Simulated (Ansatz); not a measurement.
# Bromine (Br₂): small, medium and large basis sets

An exercise on one series of results from a longer session: the logs are not shown, and one member is left open.

Method: one geometry, several basis sets; program: Ansatz 0.2.0, Gaussian basis.

Plan: PBE0-D4/def2-SVP; ωB97M-V/def2-SVP; PBE0-D4/def2-QZVPP; ωB97M-V/def2-QZVPP; the functionals' def2-TZVPP values are taken from earlier runs.

### Structure used throughout

The geometry comes from an earlier relaxation with PBE0-D4 in a triple-zeta def2 set; it is a stationary point.

SMILES `BrBr`, 2 atoms, charge 0, spin multiplicity 1.

Atoms are counted from 1 here; the program's logs count them from 0.

Bond lengths: Br1–Br2 2.282 Å.

The first run:

in.yaml

```yaml
crystal:
  periodic: [false, false, false]
  atoms:
    - {symbol: Br, position_ang: [0.973120, -0.325440, 0.498590]}
    - {symbol: Br, position_ang: [-0.973120, 0.325440, -0.498590]}
basis:
  gaussian: {orbitals: def2-SVP}
hamiltonian: {xc: pbe0, dispersion: d4}
output: {orbitals: {seedname: orbitals}}
```

Started as:

```console
$ ansatz run in.yaml --threads 2 --pin off --events-out ev --progress --plain --max-ram 32768MiB --backend cpu
```

Steps of the session up to this table: PBE0-D4 in def2-SVP; ωB97M-V in def2-SVP; PBE0-D4 in def2-QZVPP; ωB97M-V in def2-QZVPP.

One table of the session follows, with a row left open; its other results are not shown here.

It belongs to the step «Density functionals: the series». 

| functional | basis | HOMO (eV) | LUMO (eV) |
| --- | --- | --- | --- |
| PBE0-D4 | def2-SVP | -8.00 | -3.46 |
| PBE0-D4 | def2-TZVPP | ? | ? |
| PBE0-D4 | def2-QZVPP | -8.12 | -3.52 |
| ωB97M-V | def2-SVP | -10.18 | -1.24 |
| ωB97M-V | def2-TZVPP | -10.29 | -1.37 |
| ωB97M-V | def2-QZVPP | -10.32 | -1.42 |

Q: Estimate the row for PBE0-D4, def2-TZVPP from the others.

As computed: HOMO (eV): -8.10; LUMO (eV): -3.51. In the column «HOMO (eV)» it lies between PBE0-D4, def2-QZVPP (-8.12) and PBE0-D4, def2-SVP (-8.00).
